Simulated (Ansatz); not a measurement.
# AlCu: geometry and frequencies at several levels

The task here is to estimate one member of a computed series from the others.

Computed with Ansatz 0.2.0 (the levels named in each step, unless a step's input says otherwise).

## The system as given

Bond lengths: Al1–Cu2 2.393 Å.

Coordinates:

```xyz
2

Al    0.0000    0.0000    0.0000
Cu    0.0000    0.0000    2.3926
```

Set-up of the first run:

Contents of input.yaml:

```yaml
crystal:
  periodic: [false, false, false]
  atoms:
    - { symbol: Al, position_ang: [0.0, 0.0, -0.00864814] }
    - { symbol: Cu, position_ang: [0.0, 0.0, 2.40122814] }
basis:
  gaussian: { orbitals: def2-TZVPP }
hamiltonian:
  xc: pbe0
  dispersion: d4
phonons: {}
```

Launch:

```bash
$ ansatz run input.yaml --threads 2 --pin off --max-ram 5120MiB --backend cpu --events-out ev --progress --plain --runs-dir out
```

Among the steps run: Frequencies, PBE0-D4/def2-TZVPP; Relaxation, PBE-D4/def2-TZVPP; Frequencies, PBE-D4/def2-TZVPP; Relaxation, r2SCAN-D4/def2-TZVPP; Frequencies, r2SCAN-D4/def2-TZVPP; Relaxation, B3LYP-D4/def2-TZVPP; Frequencies, B3LYP-D4/def2-TZVPP; Relaxation, B2PLYP/def2-TZVPP; Frequencies, B2PLYP/def2-TZVPP.

One of the session's tables, all rows but one given; the rest of the session is left out.

It belongs to the step «Geometries side by side». 

| level | Al1–Cu2 (Å) | rotational constants (MHz) | dipole (D) | highest frequency (cm⁻¹) |
| --- | --- | --- | --- | --- |
| PBE0-D4/def2-TZVPP | 2.4099 | 4608.1 | 0.09 | 272 |
| PBE-D4/def2-TZVPP | ? | ? | ? | ? |
| r2SCAN-D4/def2-TZVPP | 2.3579 | 4813.6 | 0.22 | 296 |
| B3LYP-D4/def2-TZVPP | 2.4096 | 4608.9 | 0.61 | 269 |
| B2PLYP/def2-TZVPP | 2.3823 | 4715.2 | 0.42 | 280 |

Estimate the missing values for PBE-D4/def2-TZVPP.

**Answer.** Al1–Cu2 (Å): 2.3799; rotational constants (MHz): 4724.8; dipole (D): 0.63; highest frequency (cm⁻¹): 286. In the column «Al1–Cu2 (Å)» it lies between r2SCAN-D4/def2-TZVPP (2.3579) and B2PLYP/def2-TZVPP (2.3823).
